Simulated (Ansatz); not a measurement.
# Mg4Te3S: the cost of one run

Computed with Ansatz 0.2.0 (DFT PBEsol, scalar-relativistic, plane waves, PAW, unless a step's input says otherwise).

## Step 1: Starting point

Symmetry: Pmm2, No. 25, orthorhombic system. Conventional cell: a = 4.459 Å, b = 8.984 Å, c = 6.252 Å, α = 90.00°, β = 90.00°, γ = 90.00°. Mg (site symmetry m) is surrounded by 1 S at 2.50 Å and 3 Te at 2.79 to 2.83 Å. Mg (site symmetry mm2) is surrounded by 4 Te at 2.78 to 2.79 Å. Mg (site symmetry mm2) is surrounded by 2 S at 2.58 Å and 2 Te at 2.81 Å. Te (site symmetry m) is surrounded by 4 Mg at 2.79 to 2.81 Å. Te (site symmetry mm2) is surrounded by 4 Mg at 2.78 to 2.83 Å. Around S (site symmetry mm2) lie 4 Mg at 2.50 to 2.58 Å.

Structure file:

```cif
data_structure
_symmetry_space_group_name_H-M 'Pmm2'
_symmetry_Int_Tables_number 25
_cell_length_a 4.4592
_cell_length_b 8.9838
_cell_length_c 6.2523
_cell_angle_alpha 90.000
_cell_angle_beta 90.000
_cell_angle_gamma 90.000
_cell_volume 250.47
loop_
_atom_site_label
_atom_site_type_symbol
_atom_site_symmetry_multiplicity
_atom_site_Wyckoff_symbol
_atom_site_fract_x
_atom_site_fract_y
_atom_site_fract_z
_atom_site_occupancy
Mg1 Mg 2 g 0.00000 0.27420 0.98146 1
Mg2 Mg 1 c 0.50000 0.00000 0.49162 1
Mg3 Mg 1 d 0.50000 0.50000 0.54006 1
Te1 Te 2 h 0.50000 0.26155 0.25040 1
Te2 Te 1 a 0.00000 0.00000 0.75735 1
S1 S 1 b 0.00000 0.50000 0.74725 1
```

The structure comes from the Materials Project (structure only).

## Step 2: Quick check of gap, pressure and forces

input.yaml reads:

```yaml
crystal:
  lattice:
    - [4.4591977957, 0.0, 0.0]
    - [0.0, 8.9838411524, 0.0]
    - [0.0, 0.0, 6.252258]
  atoms:
    - { symbol: Mg, position: [0.0, 0.274199, 0.981459] }
    - { symbol: Mg, position: [0.5, 0.0, 0.491625] }
    - { symbol: Mg, position: [0.0, 0.725801, 0.981459] }
    - { symbol: Mg, position: [0.5, 0.5, 0.540061] }
    - { symbol: Te, position: [0.5, 0.261547, 0.250401] }
    - { symbol: Te, position: [0.0, 0.0, 0.757346] }
    - { symbol: Te, position: [0.5, 0.738453, 0.250401] }
    - { symbol: S, position: [0.0, 0.5, 0.747247] }
basis:
  ecutwfc: 420
kpoints:
  mp_grid: { grid: [4, 2, 4] }
hamiltonian:
  xc: pbesol
scf:
  occupations: { method: gaussian, width: 0.1 }
output:
  forces: true
  stress: true
  eigenvalues: true
```

Started as:

```console
> ansatz run input.yaml --threads 4 --pin off --max-ram 5120MiB --backend cpu --events-out ev --progress --plain --runs-dir out
```

**Question.** How long does this run take on 4 threads of an x86-64 CPU, shared host, and how much memory does it need?

About 3.9 s, with a peak of 0.7 GiB.
